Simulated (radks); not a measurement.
**Pb²⁺ in [Hg]: an all-electron calculation**

An exercise on one series of results from a longer session: the logs are not shown, and one member is left open.

Method: scalar-relativistic Kohn-Sham, LDA (Slater exchange, Perdew-Wang correlation), spin-unpolarised, spherical densities, finite nucleus. Code: radks (a radial shooting solver on a logarithmic mesh, Libxc functionals) version 1.

## Starting point

* element: lead (Z = 82)
* charge: +2
* electrons: 80
* configuration: [Hg]
* nuclear rms radius: 5.5012 fm

Outer shells as boxes (Hund's rule):

Pb²⁺
```
[Xe] core
4f [↑↓][↑↓][↑↓][↑↓][↑↓][↑↓][↑↓]
5d [↑↓][↑↓][↑↓][↑↓][↑↓]
6s [↑↓]
```

Set-up of the first run:

Input:

```text
Z 82
configuration [Hg] 6p0 7s0
relativity scalar-relativistic
functional lda,pw
spin unpolarised
nucleus finite rms 5.5012 fm
c 137.035999084
```

Launch:

```bash
$ python run_ks.py task.json out
```

The same process makes all the runs of this session.

One of the session's tables, all rows but one given; the rest of the session is left out.

It belongs to the step «Orbitals and density». Radial moments (bohr):

| level | <r> | outermost maximum (interpolated) | 90 % within | nodes |
| --- | --- | --- | --- | --- |
| 1s | 0.01607 | 0.00986 | 0.0294 | 0 |
| 2s | ? | ? | ? | ? |
| 2p | 0.06145 | 0.0476 | 0.100 | 0 |
| 3s | 0.1747 | 0.161 | 0.256 | 2 |
| 3p | 0.1765 | 0.161 | 0.264 | 1 |
| 3d | 0.1600 | 0.131 | 0.248 | 0 |
| 4s | 0.3846 | 0.362 | 0.551 | 3 |
| 4p | 0.4103 | 0.382 | 0.594 | 2 |
| 4d | 0.4312 | 0.388 | 0.642 | 1 |
| 5s | 0.8527 | 0.788 | 1.21 | 4 |
| 4f | 0.4539 | 0.349 | 0.721 | 0 |
| 5p | 0.9760 | 0.881 | 1.41 | 3 |
| 5d | 1.294 | 1.07 | 1.96 | 2 |
| 6s | 2.169 | 1.92 | 3.13 | 5 |
| 6p | 2.744 | 2.40 | 3.99 | 4 |
| 7s | 4.951 | 4.61 | 7.03 | 6 |

Q: Estimate the row for 2s from the others.

The run gave: <r>: 0.06766; outermost maximum (interpolated): 0.0572; 90 % within: 0.105; nodes: 1. In the column «<r>» it lies between 2p (0.06145) and 3d (0.1600).
